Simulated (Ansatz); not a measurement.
**CH₇AlBGeN: how energies converge with the basis set**

Aim: see how fast density functionals converge with the basis set for CH₇AlBGeN.

Program: Ansatz 0.2.0, Gaussian basis. Level of theory: one geometry, several basis sets. These are calculated values, not measurements.

Levels to be run: PBE0-D4/def2-SVP; ωB97M-V/def2-SVP; PBE0-D4/def2-QZVPP; ωB97M-V/def2-QZVPP; the functionals' def2-TZVPP values are taken from earlier runs.

### 1 Structure used throughout

The geometry comes from an earlier relaxation with PBE0-D4/def2-TZVP; it is a stationary point, not always the lowest conformer.

12 atoms, charge 0, spin multiplicity 1.

Atoms are counted from 1 here; the program's logs count them from 0.

Bond lengths: B1–C2 1.456 Å, B1–Al3 2.175 Å, B1–H6 1.297 Å, B1–H7 1.190 Å, C2–Ge4 2.003 Å, C2–H8 1.087 Å, Al3–Ge4 2.355 Å, Al3–H6 1.797 Å, Al3–H9 1.579 Å, Ge4–N5 1.845 Å, Ge4–H10 1.536 Å, N5–H11 1.010 Å, N5–H12 1.010 Å. Angles: C2–B1–Al3 69.3°, C2–B1–H6 115.2°, C2–B1–H7 134.1°, Al3–B1–H6 55.7°, Al3–B1–H7 141.2°, H6–B1–H7 110.6°, B1–C2–Ge4 119.3°, B1–C2–H8 121.3°, Ge4–C2–H8 118.9°, B1–Al3–Ge4 82.8°, B1–Al3–H6 36.6°, B1–Al3–H9 121.8° and more.

Geometry (Å):

```xyz
12
charge 0, multiplicity 1
B    -1.42197   -0.12885    1.47003
C    -1.02138    0.22710    0.11673
Al    0.22437   -1.38267    0.79999
Ge    0.90870    0.60046   -0.26905
N     1.19813    0.69615   -2.08852
H    -0.46363   -0.54911    2.23613
H    -2.46732   -0.19343    2.03478
H    -1.75904    0.42239   -0.65688
H     0.18768   -2.95439    0.94661
H     1.34902    1.95151    0.31433
H     1.85109    1.42246   -2.34705
H     1.49145   -0.16672   -2.52290
```

### 2 PBE0-D4 in def2-SVP

Contents of in.yaml:

```yaml
crystal:
  periodic: [false, false, false]
  atoms:
    - {symbol: B, position_ang: [-1.421975, -0.128848, 1.470032]}
    - {symbol: C, position_ang: [-1.021376, 0.227097, 0.116732]}
    - {symbol: Al, position_ang: [0.224374, -1.382666, 0.799993]}
    - {symbol: Ge, position_ang: [0.908700, 0.600456, -0.269055]}
    - {symbol: N, position_ang: [1.198125, 0.696150, -2.088522]}
    - {symbol: H, position_ang: [-0.463628, -0.549112, 2.236127]}
    - {symbol: H, position_ang: [-2.467319, -0.193435, 2.034776]}
    - {symbol: H, position_ang: [-1.759041, 0.422392, -0.656876]}
    - {symbol: H, position_ang: [0.187683, -2.954386, 0.946610]}
    - {symbol: H, position_ang: [1.349019, 1.951513, 0.314325]}
    - {symbol: H, position_ang: [1.851085, 1.422456, -2.347046]}
    - {symbol: H, position_ang: [1.491452, -0.166717, -2.522895]}
basis:
  gaussian: {orbitals: def2-SVP}
hamiltonian: {xc: pbe0, dispersion: d4}
output: {orbitals: {seedname: orbitals}}
```

Launch:

```console
> ansatz run in.yaml --threads 4 --pin off --events-out ev --progress --plain --max-ram 10444MiB
```

Further steps of the session: ωB97M-V in def2-SVP; PBE0-D4 in def2-QZVPP; ωB97M-V in def2-QZVPP.

**Question.** What will the summary of the whole plan be? Wanted: PBE0-D4: double and triple zeta above quadruple; ωB97M-V: double and triple zeta above quadruple.

**Answer**, as computed:

| quantity | value |
| --- | --- |
| PBE0-D4: double and triple zeta above quadruple | 14.89, 1.63 eV |
| ωB97M-V: double and triple zeta above quadruple | 14.99, 1.57 eV |

What this shows: PBE0-D4 gains 13.27 eV from double to triple zeta, then 1.63 eV more. These are total energies; as a rule much of such shifts cancels in differences, which this series doesn't test.
